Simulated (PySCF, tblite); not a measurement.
# C₆H₁₀FPSi₂: geometry, infrared bands and NMR shifts

Aim: predict the infrared bands and NMR shifts of C₆H₁₀FPSi₂ (`C=Cp1c([SiH3])cc(F)c1[SiH3]`).

The runs use tblite 0.8.0 and PySCF 2.14.0, with density-fitted response routines of our own; the level of theory stands in each step. All values are computed, except where a source is named. Atoms are numbered from 0 throughout.

### 1 The starting structure

20 atoms, charge 0, multiplicity 1; geometry from: force field or distance geometry start.

Bonds of the start (Å): C0–C1 1.32, C1–P2 1.84, P2–C3 1.94, C3–Si4 1.86, C3–C5 1.35, C5–C6 1.35, C6–F7 1.39, C6–C8 1.35, C8–Si9 1.86, C8–P2 1.62, C0–H10 1.09, C0–H11 1.08, C1–H12 1.09, Si4–H13 1.45, Si4–H14 1.47, Si4–H15 1.46, C5–H16 1.11, Si9–H17 1.46, Si9–H18 1.47, Si9–H19 1.46.

### 2 Optimising the geometry with GFN2-xTB

The job: settings as JSON, then the geometry in Å.

```
{"job": {"kind": "relax", "xc": "GFN2-xTB", "basis": "xTB"}, "charge": 0, "multiplicity": 1}
C     -0.613900     3.000700     0.124400
C     -1.170100     1.833700     0.395600
P     -0.213600     0.372600    -0.197700
C     -0.867100    -1.432400     0.099100
Si    -2.632400    -1.926300     0.397800
C      0.253100    -2.192300     0.059400
C      1.407500    -1.522500    -0.168600
F      2.640300    -2.157300    -0.233600
C      1.301100    -0.186700    -0.318700
Si     2.670000     1.029000    -0.637500
H     -1.067600     3.952100     0.417300
H      0.318100     3.046400    -0.428900
H     -2.097600     1.698000     0.959000
H     -3.559000    -1.077300    -0.329100
H     -2.965400    -1.933500     1.831700
H     -2.776800    -3.293300    -0.105600
H      0.226100    -3.289900     0.207900
H      2.687400     1.497000    -2.023900
H      2.540300     2.225800     0.209600
H      3.914400     0.366800    -0.261200
```

Run with:

```console
OMP_NUM_THREADS=1 python probes_run.py task.json out
```

This one command runs all jobs of the session in turn.

**Question.** This job is followed by: GFN2-xTB harmonic vibrations, gas phase; GIAO PBE0/pcSseg-1 NMR shielding, non-relativistic, gas phase. What will the session give for the following? strongest single infrared mode (GFN2-xTB); zero-point energy (GFN2-xTB); 13C shifts against TMS (PBE0/pcSseg-1); 1H shifts against TMS (PBE0/pcSseg-1, means over atoms taken as alike); 31P shifts against H3PO4 (PBE0/pcSseg-1); 29Si shifts against TMS (PBE0/pcSseg-1); 19F shifts against CFCl3 (PBE0/pcSseg-1).

The runs gave:

| quantity | value |
| --- | --- |
| strongest single infrared mode (GFN2-xTB) | 778 cm⁻¹, 551 km/mol |
| zero-point energy (GFN2-xTB) | 79.0 kcal/mol |
| 13C shifts against TMS (PBE0/pcSseg-1) | 181.0, 157.1, 145.7, 138.3, 128.5, 119.5 ppm |
| 1H shifts against TMS (PBE0/pcSseg-1, means over atoms taken as alike) | 7.13, 6.75, 5.77, 5.64, 4.52, 4.49 ppm |
| 31P shifts against H3PO4 (PBE0/pcSseg-1) | 42.1 ppm |
| 29Si shifts against TMS (PBE0/pcSseg-1) | -82.3, -88.6 ppm |
| 19F shifts against CFCl3 (PBE0/pcSseg-1) | -91.6 ppm |

**Reading.** Over 168 steps the energy fell by 1.794 eV; of the close pairs, P2–C8 changed most, 1.619 to 1.810 Å. The lowest mode is imaginary (28i cm⁻¹), so the xTB geometry is not a minimum. Unscaled tight-binding wavenumbers are off by several per cent, some by more. Its intensities can rank the bands wrongly. At PBE0/pcSseg-1: The widest tensor belongs to F7: span 250 ppm, with a paramagnetic part of -213 ppm.
